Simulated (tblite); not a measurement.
# C6H13AsOSi: the cost of one run

The runs use tblite 0.8.0 and PySCF 2.14.0, with density-fitted response routines of our own; the level of theory stands in each step. All values are computed, except where a source is named. Atoms are numbered from 0 throughout.

## (1) Starting geometry

22 atoms, charge 0, multiplicity 1; geometry from: force field or distance geometry start.

Bonds of the start (Å): C0–C1 1.32, C1–C2 1.47, C2–C3 1.51, C3–O4 1.21, C2–Si5 1.86, Si5–As6 2.31, Si5–C7 1.87, C7–C8 1.50, C0–H9 1.09, C0–H10 1.10, C1–H11 1.10, C2–H12 1.11, C3–H13 1.09, Si5–H14 1.47, As6–H15 1.54, As6–H16 1.54, C7–H17 1.11, C7–H18 1.12, C8–H19 1.12, C8–H20 1.11, C8–H21 1.11.

## (2) Geometry optimisation with GFN2-xTB

What the job is given:

```
{"job": {"kind": "relax", "xc": "GFN2-xTB", "basis": "xTB"}, "charge": 0, "multiplicity": 1}
C     -2.908500     0.488000     0.882700
C     -1.642300     0.247100     0.612600
C     -1.140800    -0.573400    -0.498400
C     -1.883500    -0.131000    -1.733900
O     -2.729200     0.739400    -1.720300
Si     0.656000    -0.284400    -0.877100
As     1.199400     1.956300    -0.954100
C      1.760200    -1.263400     0.269900
C      2.309900    -0.464200     1.414300
H     -3.742200     0.111900     0.289000
H     -3.121100     1.113900     1.759100
H     -0.883700     0.670200     1.294000
H     -1.378000    -1.638200    -0.313600
H     -1.620000    -0.659500    -2.653400
H      0.883700    -0.806000    -2.227400
H      2.683000     2.286900    -0.730800
H      0.190100     2.900300    -0.266100
H      1.248700    -2.193900     0.603300
H      2.642000    -1.584500    -0.346000
H      2.968500    -1.150200     2.003900
H      2.974200     0.361600     1.080000
H      1.523200    -0.107500     2.111300
```

On the command line:

```bash
OMP_NUM_THREADS=1 python probes_run.py task.json out
```

The driver reads the jobs from task.json and runs them one after another.

**Question.** How long does this first job take on 1 thread of Arm Neoverse N1, shared host?

About 3.8 s.
